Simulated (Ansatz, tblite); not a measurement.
# Sn12H22 bond rod (Sn₁₁PH₂₂): rung by rung

An exercise on one series of results from a longer session: the logs are not shown, and one member is left open.

Program: Ansatz 0.2.0, Gaussian basis. Level of theory: as each input shows. These are calculated values, not measurements.

Levels to be run: GFN1-xTB, GFN2-xTB, PBE-D4/def2-TZVP, r2SCAN-D4/def2-TZVP, BHLYP-D4/def2-TZVP, B97M-V/def2-TZVP, r2SCANh-D4/def2-TZVP, PBE-D4/def2-SVP, PBE0-D4/def2-SVP, MP2/def2-SVP, RPA/def2-SVP.

1 further run of the same task is left out (set aside as unsound or not needed).

## The geometry

The geometry is that of the doublet, from an earlier relaxation (PBE-D4/def2-SVP).

34 atoms, charge 0, spin multiplicity 2.

Bond lengths: Sn1–Sn7 2.814 Å, Sn1–Sn9 2.807 Å, Sn1–H13 1.732 Å, Sn1–H14 1.734 Å, Sn2–Sn8 2.857 Å, Sn2–Sn10 2.815 Å, Sn2–H15 1.744 Å, Sn2–H16 1.741 Å, Sn3–Sn7 2.813 Å, Sn3–Sn11 2.815 Å, Sn3–H17 1.734 Å, Sn3–H18 1.735 Å, Sn4–Sn8 2.826 Å, Sn4–Sn12 2.811 Å, Sn4–H19 1.738 Å, Sn4–H20 1.739 Å, P5–Sn8 2.779 Å, P5–Sn9 2.563 Å and more. Angles: Sn7–Sn1–Sn9 108.7°, Sn7–Sn1–H13 111.1°, Sn7–Sn1–H14 112.0°, Sn9–Sn1–H13 106.9°, Sn9–Sn1–H14 110.0°, H13–Sn1–H14 108.0°, Sn8–Sn2–Sn10 109.3°, Sn8–Sn2–H15 113.2°, Sn8–Sn2–H16 109.4°, Sn10–Sn2–H15 109.5°, Sn10–Sn2–H16 108.9°, H15–Sn2–H16 106.5°, Sn7–Sn3–Sn11 110.2°, Sn7–Sn3–H17 108.1°, Sn7–Sn3–H18 109.7°, Sn11–Sn3–H17 108.1°, Sn11–Sn3–H18 113.2°, H17–Sn3–H18 107.4° and more.

Sn takes a core potential in the def2 sets. No spin-orbit coupling is included.

PBE0-D4/def2-TZVP was run before; its log isn't repeated, and its numbers join the tables.

The first run:

Tight binding, by tblite at 300 K electronic temperature and without a spin-polarisation term:

```python
tblite.interface.Calculator('GFN1-xTB', numbers, positions, charge=0, uhf=1).singlepoint()
```

Tight binding, by tblite at 300 K electronic temperature and without a spin-polarisation term:

```python
tblite.interface.Calculator('GFN2-xTB', numbers, positions, charge=0, uhf=1).singlepoint()
```

start.molden holds the orbitals of an earlier run on this state, given as this run's starting guess.

in.yaml reads:

```yaml
crystal:
  periodic: [false, false, false]
  atoms:
    - {symbol: Sn, position_ang: [-2.315663, 0.557068, -3.741944]}
    - {symbol: Sn, position_ang: [-2.654414, 1.111591, 2.548477]}
    - {symbol: Sn, position_ang: [1.284933, -2.212932, -4.654647]}
    - {symbol: Sn, position_ang: [0.420669, -2.444445, 2.626847]}
    - {symbol: P, position_ang: [0.751615, -0.118798, -0.923636]}
    - {symbol: Sn, position_ang: [0.834737, 0.968498, 5.625697]}
    - {symbol: Sn, position_ang: [-0.893588, -0.809335, -5.748921]}
    - {symbol: Sn, position_ang: [-1.154448, -0.758827, 0.994030]}
    - {symbol: Sn, position_ang: [-0.479685, 1.830493, -2.043514]}
    - {symbol: Sn, position_ang: [-0.891659, 2.621038, 4.142477]}
    - {symbol: Sn, position_ang: [2.637566, -0.601471, -2.784294]}
    - {symbol: Sn, position_ang: [2.254938, -0.735282, 3.897982]}
    - {symbol: H, position_ang: [-3.226251, -0.544332, -2.763289]}
    - {symbol: H, position_ang: [-3.416715, 1.720269, -4.405370]}
    - {symbol: H, position_ang: [-3.855164, 0.356646, 3.562954]}
    - {symbol: H, position_ang: [-3.513657, 2.188507, 1.484064]}
    - {symbol: H, position_ang: [0.666228, -3.601544, -3.819778]}
    - {symbol: H, position_ang: [2.311559, -2.787801, -5.930214]}
    - {symbol: H, position_ang: [-0.470144, -3.324266, 3.832483]}
    - {symbol: H, position_ang: [1.256066, -3.612591, 1.646360]}
    - {symbol: H, position_ang: [1.571986, 0.683725, -0.054159]}
    - {symbol: H, position_ang: [-0.111224, -0.008680, 6.705501]}
    - {symbol: H, position_ang: [1.899012, 1.921222, 6.614548]}
    - {symbol: H, position_ang: [-1.968765, -1.868499, -6.606440]}
    - {symbol: H, position_ang: [-0.320409, 0.373192, -6.881716]}
    - {symbol: H, position_ang: [-2.251479, -1.763938, 0.065679]}
    - {symbol: H, position_ang: [-1.179781, 2.784863, -0.778204]}
    - {symbol: H, position_ang: [0.689391, 2.786309, -2.897651]}
    - {symbol: H, position_ang: [-1.764080, 3.689639, 5.200052]}
    - {symbol: H, position_ang: [0.076403, 3.623797, 3.104152]}
    - {symbol: H, position_ang: [3.901400, -1.506054, -2.000396]}
    - {symbol: H, position_ang: [3.370556, 0.796738, -3.535303]}
    - {symbol: H, position_ang: [3.523385, -1.573277, 4.736053]}
    - {symbol: H, position_ang: [3.019483, 0.246975, 2.683421]}
basis:
  gaussian: {orbitals: def2-TZVP, fitting: {mean_field: def2-universal-jkfit}, initial_orbitals: start.molden}
magnetization: {spin_polarized: true, initial_magnetization: 1}
hamiltonian: {xc: pbe, dispersion: d4}
scf: {omitted_lower_state_checks: [starts]}
output: {forces: true, orbitals: {seedname: orbitals}}
```

On the command line:

```bash
$ ansatz run in.yaml --threads 2 --pin off --events-out ev --progress --plain --max-ram 32768MiB --backend cuda --devices 0, --max-vram 18GiB
```

Among the steps run: PBE-D4/def2-TZVP; r2SCAN-D4/def2-TZVP; BHLYP-D4/def2-TZVP; B97M-V/def2-TZVP; r2SCANh-D4/def2-TZVP; PBE-D4/def2-SVP; PBE0-D4/def2-SVP; MP2/def2-SVP; RPA/def2-SVP.

One table of the session follows, with a row left open; its other results are not shown here.

It belongs to the step «Binding energy». 

| level | binding an atom (eV) |
| --- | --- |
| HF/def2-SVP | 1.579 |
| PBE-D4/def2-SVP | 2.350 |
| PBE-D4/def2-TZVP | 2.363 |
| r2SCAN-D4/def2-TZVP | ? |
| B97M-V/def2-TZVP | 2.453 |
| r2SCANh-D4/def2-TZVP | 2.370 |
| PBE0-D4/def2-SVP | 2.339 |
| PBE0-D4/def2-TZVP | 2.356 |
| BHLYP-D4/def2-TZVP | 2.357 |
| MP2/def2-SVP | 2.137 |

**Question.** Estimate the row for r2SCAN-D4/def2-TZVP.

The run gave: binding an atom (eV): 2.378. In the column «binding an atom (eV)» it lies between r2SCANh-D4/def2-TZVP (2.370) and B97M-V/def2-TZVP (2.453).

To keep in mind: Free atoms were run apart at each level; binding is atoms less cluster, divided by the number of atoms, without zero-point or spin-orbit terms.
